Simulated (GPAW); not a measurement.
The system is Cd2S.

```
Cd S
1.0
     3.96267    0.00000    0.00000
    -1.98134    3.43177    0.00000
     0.00000    0.00000    5.80919
Cd S
2 1
Direct
  0.33333 0.66667 0.93272
  0.66667 0.33333 0.57873
  0.33333 0.66667 0.36571
```

The cell comes from a database or a generator and needn't be the stable form of this composition.

| Item | Value |
| --- | --- |
| Program | GPAW 26.7.0 |
| Task | single point |
| Functional | PBEsol |
| Potentials or basis | PAW data sets generated in the run's folder for this functional |
| Cutoff | 600 eV |
| Basis | pw |
| k mesh | 8 × 8 × 5 |
| Occupations | fermi-dirac, width 0.05 eV |
| Spin | no spin polarisation |

On this cell: pressure -3.3 GPa; largest force 0.138 eV/Å; band gap on the k mesh 0.23 eV, indirect (least direct gap 0.56 eV).

The same run follows on a disturbed copy (atoms moved at random, drawn with an rms of 0.05 Å):

```
Cd S
1.0
     3.96267    0.00000    0.00000
    -1.98134    3.43177    0.00000
     0.00000    0.00000    5.80919
Cd S
2 1
Direct
  0.32600 0.65881 0.93410
  0.68459 0.35091 0.57211
  0.31890 0.65703 0.35867
```

**Question.** What changes?

**Answer.** The energy moves by +10.4 meV/atom; pressure -2.8 GPa; largest force 0.512 eV/Å; band gap on the k mesh 0.14 eV, indirect (least direct gap 0.46 eV).

Forces on the atoms (eV/Å):
```
Cd   0.006 -0.004 -0.263
Cd  -0.326 -0.295 -0.002
S    0.320  0.300  0.265
```

Stress tensor (GPa, compression positive):
```
-2.25  0.63 -0.58
 0.63 -3.49 -0.55
-0.58 -0.55 -2.71
```

Caveats: an odd mesh through Γ misses points on the zone boundary, where band edges often lie.
